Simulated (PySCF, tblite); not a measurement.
# AlGe2H8NO3, a small molecule taken as a stand-in for a surface group (germanium nitride N site): NMR shifts, core binding energies and electronic excitations, part 2 of 2

tblite 0.8.0 and PySCF 2.14.0. Atoms count from 0, parts from 1. Earlier steps stand in the parts before.

## 5. X-ray photoelectron lines: SCAN, X2C

The job: settings as JSON, then the geometry in Å.

```
{"job": {"kind": "xps", "holes": 5}, "charge": 0, "multiplicity": 1}
Ge    -1.818056     1.197242     0.557670
N     -0.119967     0.463942     0.500050
Ge     1.372910     1.111341     1.382178
O      0.226114     0.212468    -0.869915
Al     0.301503    -1.470497    -1.262809
O      0.638857    -1.868623    -2.874843
O      0.069085    -2.689003    -0.114816
H     -1.915017     2.495715    -0.271647
H     -2.138895     1.462088     2.038431
H     -2.761130     0.136508    -0.042456
H      0.958406     1.342493     2.844852
H      1.905357     2.413147     0.744533
H      2.445570     0.012352     1.260371
H      0.776946    -1.230714    -3.576161
H      0.119008    -3.618557    -0.343828
```

Level: delta-SCF UKS SCAN, pcX-2 on the ionised atom, pcseg-1 elsewhere, spin-free X2C.

The program printed:

```text
ground state, core basis on atom 1 (N), 199 functions
  cycle   1  E = -4715.82485234  |g| = 1.19e+00
  cycle   2  E = -4715.07099962  |g| = 2.24e+00
  cycle   3  E = -4716.09052774  |g| = 1.57e-01
  cycle   4  E = -4716.09257633  |g| = 1.29e-01
  cycle   5  E = -4716.09606351  |g| = 2.74e-02
  cycle   6  E = -4716.09621625  |g| = 4.09e-03
  cycle   7  E = -4716.09622367  |g| = 2.03e-03
  cycle   8  E = -4716.09622491  |g| = 1.25e-03
  cycle   9  E = -4716.09622040  |g| = 2.41e-04
  E(ground) = -4716.40383118 Eh
hole in N 1s of atom 1
  cycle   1  E = -4700.47703299  |g| = 1.87e+00
  cycle   2  E = -4696.64902040  |g| = 3.04e+00
  cycle   3  E = -4700.10528238  |g| = 1.57e+00
  cycle   4  E = -4701.06035056  |g| = 6.53e-01
  cycle   5  E = -4701.16186998  |g| = 4.00e-01
  cycle   6  E = -4701.21641438  |g| = 1.29e-01
  cycle   7  E = -4701.22237485  |g| = 3.17e-02
  cycle   8  E = -4701.22277728  |g| = 1.47e-02
  cycle   9  E = -4701.22286829  |g| = 6.06e-03
  cycle  10  E = -4701.22289619  |g| = 2.88e-03
  cycle  11  E = -4701.22291150  |g| = 1.24e-03
  cycle  12  E = -4701.22290972  |g| = 4.14e-04
  E(ion) = -4701.52884529 Eh   <S^2> = 0.7842   hole on atom = 1.000   binding energy = 404.769 eV
ground state, core basis on atom 3 (O), 199 functions
  cycle   1  E = -4716.11075098  |g| = 1.03e-01
  cycle   2  E = -4716.10916884  |g| = 1.06e-01
  cycle   3  E = -4716.11032525  |g| = 7.03e-02
  cycle   4  E = -4716.11121878  |g| = 5.85e-03
  cycle   5  E = -4716.11122724  |g| = 1.00e-03
  cycle   6  E = -4716.11122829  |g| = 4.93e-04
  E(ground) = -4716.41732334 Eh
hole in O 1s of atom 3
  cycle   1  E = -4695.49726012  |g| = 2.23e+00
  cycle   2  E = -4694.12467322  |g| = 2.60e+00
  cycle   3  E = -4695.96921962  |g| = 8.76e-01
  cycle   4  E = -4696.17355155  |g| = 6.43e-01
  cycle   5  E = -4696.34141649  |g| = 1.52e-01
  cycle   6  E = -4696.34984049  |g| = 4.83e-02
  cycle   7  E = -4696.35072997  |g| = 2.52e-02
  cycle   8  E = -4696.35097087  |g| = 5.41e-03
  cycle   9  E = -4696.35099466  |g| = 1.68e-03
  cycle  10  E = -4696.35099433  |g| = 1.23e-03
  cycle  11  E = -4696.35100194  |g| = 8.66e-04
  cycle  12  E = -4696.35100180  |g| = 2.97e-04
  E(ion) = -4696.65789706 Eh   <S^2> = 0.7690   hole on atom = 1.000   binding energy = 537.681 eV
ground state, core basis on atom 4 (Al), 210 functions
  cycle   1  E = -4716.16393929  |g| = 2.56e-01
  cycle   2  E = -4716.16084541  |g| = 1.61e-01
  cycle   3  E = -4716.15953050  |g| = 1.73e-01
  cycle   4  E = -4716.16534512  |g| = 2.45e-02
  cycle   5  E = -4716.16544231  |g| = 7.31e-03
  cycle   6  E = -4716.16544882  |g| = 1.09e-03
  cycle   7  E = -4716.16544951  |g| = 6.37e-04
  cycle   8  E = -4716.16544999  |g| = 1.91e-04
  E(ground) = -4716.43729102 Eh
hole in Al 2p of atom 4
  cycle   1  E = -4712.91331171  |g| = 1.08e+00
  cycle   2  E = -4712.14491505  |g| = 1.34e+00
  cycle   3  E = -4712.91235170  |g| = 7.19e-01
  cycle   4  E = -4713.15501548  |g| = 1.78e-01
  cycle   5  E = -4713.16936009  |g| = 1.36e-01
  cycle   6  E = -4713.17582271  |g| = 6.24e-02
  cycle   7  E = -4713.17710866  |g| = 2.80e-02
  cycle   8  E = -4713.17741989  |g| = 1.12e-02
  cycle   9  E = -4713.17746407  |g| = 2.62e-03
  cycle  10  E = -4713.17747083  |g| = 1.15e-03
  cycle  11  E = -4713.17746984  |g| = 7.05e-04
  cycle  12  E = -4713.17747067  |g| = 2.76e-04
  E(ion) = -4713.45511228 Eh   <S^2> = 0.7556   hole on atom = 1.003   binding energy = 81.149 eV
  2p3/2 = 80.758 eV   2p1/2 = 81.274 eV
ground state, core basis on atom 5 (O), 199 functions
  cycle   1  E = -4716.11208737  |g| = 1.02e-01
  cycle   2  E = -4716.11113459  |g| = 8.65e-02
  cycle   3  E = -4716.11178765  |g| = 6.19e-02
  cycle   4  E = -4716.11246344  |g| = 5.31e-03
  cycle   5  E = -4716.11246275  |g| = 2.45e-03
  cycle   6  E = -4716.11246595  |g| = 2.82e-04
  E(ground) = -4716.41708954 Eh
hole in O 1s of atom 5
  cycle   1  E = -4695.52332534  |g| = 2.22e+00
  cycle   2  E = -4693.59352872  |g| = 2.54e+00
  cycle   3  E = -4695.72129641  |g| = 1.14e+00
  cycle   4  E = -4696.20526436  |g| = 5.25e-01
  cycle   5  E = -4696.31779307  |g| = 2.03e-01
  cycle   6  E = -4696.32775502  |g| = 1.35e-01
  cycle   7  E = -4696.33475995  |g| = 2.92e-02
  cycle   8  E = -4696.33508918  |g| = 1.11e-02
  cycle   9  E = -4696.33513456  |g| = 5.45e-03
  cycle  10  E = -4696.33514372  |g| = 1.07e-03
  cycle  11  E = -4696.33514581  |g| = 2.84e-04
  E(ion) = -4696.64022190 Eh   <S^2> = 0.7614   hole on atom = 1.000   binding energy = 538.156 eV
ground state, core basis on atom 6 (O), 199 functions
  cycle   1  E = -4716.11025055  |g| = 1.20e-01
  cycle   2  E = -4716.10721495  |g| = 1.51e-01
  cycle   3  E = -4716.11101310  |g| = 4.53e-02
  cycle   4  E = -4716.11138660  |g| = 9.03e-03
  cycle   5  E = -4716.11139458  |g| = 2.71e-03
  cycle   6  E = -4716.11139552  |g| = 5.32e-04
  cycle   7  E = -4716.11139726  |g| = 1.53e-04
  E(ground) = -4716.41789469 Eh
hole in O 1s of atom 6
  cycle   1  E = -4695.52234774  |g| = 2.22e+00
  cycle   2  E = -4693.77971611  |g| = 2.47e+00
  cycle   3  E = -4695.84006729  |g| = 1.01e+00
  cycle   4  E = -4696.17865257  |g| = 5.67e-01
  cycle   5  E = -4696.31910155  |g| = 1.66e-01
  cycle   6  E = -4696.32969229  |g| = 8.27e-02
  cycle   7  E = -4696.33222862  |g| = 2.41e-02
  cycle   8  E = -4696.33243878  |g| = 9.84e-03
  cycle   9  E = -4696.33246421  |g| = 5.66e-03
  cycle  10  E = -4696.33247906  |g| = 1.38e-03
  cycle  11  E = -4696.33248075  |g| = 2.76e-04
  E(ion) = -4696.64092576 Eh   <S^2> = 0.7615   hole on atom = 1.000   binding energy = 538.159 eV
```

Run time: 75 s. Hardware: 1 thread of Arm Neoverse V1, shared host; peak memory 0.78 GiB.

Binding energies by hole, beside the orbital energy of the ground state; the difference holds orbital relaxation and, for a density functional, its self-interaction error:

```csv
hole,stands for,environment,ΔSCF (eV; 2p as the shell's mean),−ε (eV),⟨S²⟩
N1s on N1,N1,"nitrogen bonded to 2 Ge, O",404.77,386.8,0.784
O1s on O3,O3,"oxygen bonded to Al, N",537.68,516.9,0.769
Al2p on Al4,Al4,aluminium bonded to 3 O,80.93,70.7,0.756
O1s on O5,O5,"oxygen bonded to Al, H",538.16,516.2,0.761
O1s on O6,O6,"oxygen bonded to Al, H",538.16,516.2,0.762
```

With the spin-orbit splitting: Al4 2p3/2 80.76, 2p1/2 81.27 eV. The table gives each 2p level as the mean over the whole 2p shell (two parts 2p3/2, one part 2p1/2), which differs a little from the single hole in the log.

## 6. TDDFT and polarisability: CAM-B3LYP/def2-SVPD

The job, as its differences from that of step 5:

```diff
@@ -1,2 +1,2 @@
-{"job": {"kind": "xps", "holes": 5}, "charge": 0, "multiplicity": 1}
+{"job": {"kind": "uv", "xc": "CAM-B3LYP", "basis": "def2-SVPD", "nstates": 6, "ntriplets": 2, "ip": true}, "charge": 0, "multiplicity": 1}
 Ge    -1.818056     1.197242     0.557670
```

Level: TDDFT CAM-B3LYP/def2-SVPD, vertical, gas phase, core orbitals frozen in the response.

The program printed:

```text
coarse grid: 61624 points
cycle   1  E = -4680.8598738767  dE = -7.783e-01  |g| = 1.236e+00  |ddm| = 4.735e+00
cycle   2  E = -4680.6620485233  dE =  1.978e-01  |g| = 1.638e+00  |ddm| = 4.005e+00
cycle   3  E = -4681.1303086362  dE = -4.683e-01  |g| = 1.162e-01  |ddm| = 2.155e+00
cycle   4  E = -4681.1321349065  dE = -1.826e-03  |g| = 5.515e-02  |ddm| = 1.669e-01
cycle   5  E = -4681.1325139414  dE = -3.790e-04  |g| = 1.489e-02  |ddm| = 6.583e-02
cycle   6  E = -4681.1325508266  dE = -3.689e-05  |g| = 7.125e-03  |ddm| = 1.995e-02
cycle   7  E = -4681.1325603270  dE = -9.500e-06  |g| = 6.895e-04  |ddm| = 9.468e-03
final grid: 125560 points
cycle   8  E = -4681.1325404961  dE = -1.693e-07  |g| = 6.588e-04  |ddm| = 3.999e-03
cycle   9  E = -4681.1325404355  dE =  6.062e-08  |g| = 9.160e-04  |ddm| = 1.660e-03
cycle  10  E = -4681.1325405943  dE = -1.588e-07  |g| = 8.104e-05  |ddm| = 9.219e-04
cycle  11  E = -4681.1325405960  dE = -1.656e-09  |g| = 3.899e-05  |ddm| = 1.953e-04
cycle  12  E = -4681.1325405966  dE = -6.421e-10  |g| = 1.619e-05  |ddm| = 1.428e-04
converged SCF energy = -4681.1325405966

Static polarisability (au): isotropic 102.931, principal 92.325 105.056 111.414

Singlet excitations
state   eV       nm        f      main configurations
  1   4.8289    256.8   0.00292   H->L 0.84
  2   5.5431    223.7   0.00836   H->L+1 0.52, H->L+2 0.28
  3   5.9683    207.7   0.02768   H->L+1 0.33, H->L+2 0.30, H->L+4 0.14
  4   6.2393    198.7   0.00026   H->L+5 0.42, H->L+3 0.41, H-1->L 0.09
  5   6.2538    198.3   0.00044   H-1->L 0.77
  6   6.5638    188.9   0.00621   H->L+4 0.38, H->L+2 0.33

Triplet excitations (Tamm-Dancoff, eV): 4.6300 4.9235
Vertical ionisation energy (delta-SCF) = 8.3396 eV
Vertical electron affinity (delta-SCF) = -0.3772 eV
```

Wall time 3.9 min (1 thread of Arm Neoverse V1, shared host); peak memory 1.3 GiB.

The orbitals next to the gap, with their largest atomic shares:

```csv
orbital,eV,atoms
HOMO−3,-10.87,"Ge2 20 %, Ge0 19 %, H12 15 %"
HOMO−2,-10.72,"O6 42 %, O5 35 %, Al4 6 %"
HOMO−1,-9.45,"O3 48 %, N1 23 %, Ge2 8 %"
HOMO,-7.86,"N1 53 %, O3 22 %, Ge2 6 %"
LUMO,-0.16,"Al4 56 %, O5 9 %, O6 8 %"
LUMO+1,0.88,"Ge0 23 %, Ge2 22 %, N1 9 %"
LUMO+2,1.02,"Ge0 24 %, Ge2 22 %, Al4 6 %"
```

With each of the 6 states as a Gaussian band of 0.4 eV half-width at 1/e, the curve within the window shown has maxima at 209 nm (ε 1,300) L/(mol cm). Beyond the last state computed it falls off for lack of states. The curve at chosen wavelengths:

(nm, ε (L/mol/cm)): (181, 153), (185, 260), (190, 415), (194, 586), (199, 878), (203, 1114), (208, 1274), (212, 1243), (217, 1055), (221, 856), (226, 618), (230, 461), (235, 315), (239, 237), (244, 180), (248, 157), (253, 142), (257, 133), (262, 118), (266, 103), (271, 82), (275, 64), (280, 45), (284, 32), (289, 20), (293, 13)

Ground-state properties from the same run:

```csv
property,computed
dipole moment (D),0.42
polarisability (Å³),15.25
HOMO–LUMO gap (eV),7.69
−ε(HOMO) (eV),7.86
```

## 7. Summary of results

What follows sums up all 2 parts.

```
                                                                  quantity                                               value
                                                               point group                                                  C1
                                      rotational constants (main isotopes)                                0.98, 0.63, 0.44 GHz
                                     1H shifts against TMS (PBE0/pcSseg-1)  4.94, 4.93, 4.67, 4.67, 4.65, 4.65, 1.32, 1.19 ppm
                                 73Ge shifts against GeMe4 (PBE0/pcSseg-1)                                      -122, -124 ppm
                                    15N shifts against NH3 (PBE0/pcSseg-1)                                           124.3 ppm
                                    17O shifts against H2O (PBE0/pcSseg-1)                                105.9, 11.6, 1.8 ppm
                                 27Al shifts against AlH4- (PBE0/pcSseg-1)                                            23.0 ppm
potential on the surface of density 0.002 e/bohr³, 1st and 99th percentile                                  -1.68 V and 2.74 V
                                          O1s binding energies, SCAN/pcX-2                  O6 538.16, O5 538.16, O3 537.68 eV
                                          N1s binding energies, SCAN/pcX-2                                        N1 404.77 eV
                                         Al2p binding energies, SCAN/pcX-2                                        Al4 80.93 eV
                                      lowest singlet (CAM-B3LYP/def2-SVPD)                         4.83 eV (257 nm), f = 0.003
                                  brightest single state of those computed                         state 3, 5.97 eV, f = 0.028
                                                            lowest triplet                                             4.63 eV
                                         vertical ionisation energy (ΔSCF)                                             8.34 eV
                                         vertical electron affinity (ΔSCF)    -0.38 eV (unbound: the value hangs on the basis)
```

What this shows: The start of the PBE0/def2-SVP relaxation was shaken at random by about 0.01 Å, so part of the energy gained, and of the first lengths quoted, undoes that. The optimisation took 45 steps and gained 0.379 eV; among the close pairs (by a distance rule), Ge0–N1 changed most, from 1.793 to 1.851 Å (PBE0/def2-SVP). No frequency check was run at this level, so the end point may be a saddle. Hydrogens of an XH3 group are listed apart at this fixed geometry; free rotation makes them one line at their mean. At PBE0/pcSseg-1, counted by nearest atom on the grid, the HOMO lies on N1 58 %; O3 21 %, the LUMO on Al4 27 %; O3, O5, O6 about 12 % each. At SCAN/pcX-2: The O1s levels kept as sound span 0.48 eV, from O3 (oxygen bonded to Al, N) up to O6 (oxygen bonded to Al, H). The lowest singlet, at 4.83 eV, is HOMO→LUMO 0.84 and is weak; of the 6 states computed, the strongest absorption comes from state 3 at 5.97 eV. The lowest triplet lies 0.20 eV below the lowest singlet (triplets in Tamm-Dancoff, singlets in full TDDFT). The orbital energy would give 7.86 eV for ionisation, ΔSCF gives 8.34 eV. Spin-orbit coupling is left out, which matters for shieldings and couplings at and beside the heavy atoms. A capped cluster stands for the solid here, so long-range fields and strain are missing, and bands or shifts of the capping hydrogens have no counterpart in it.
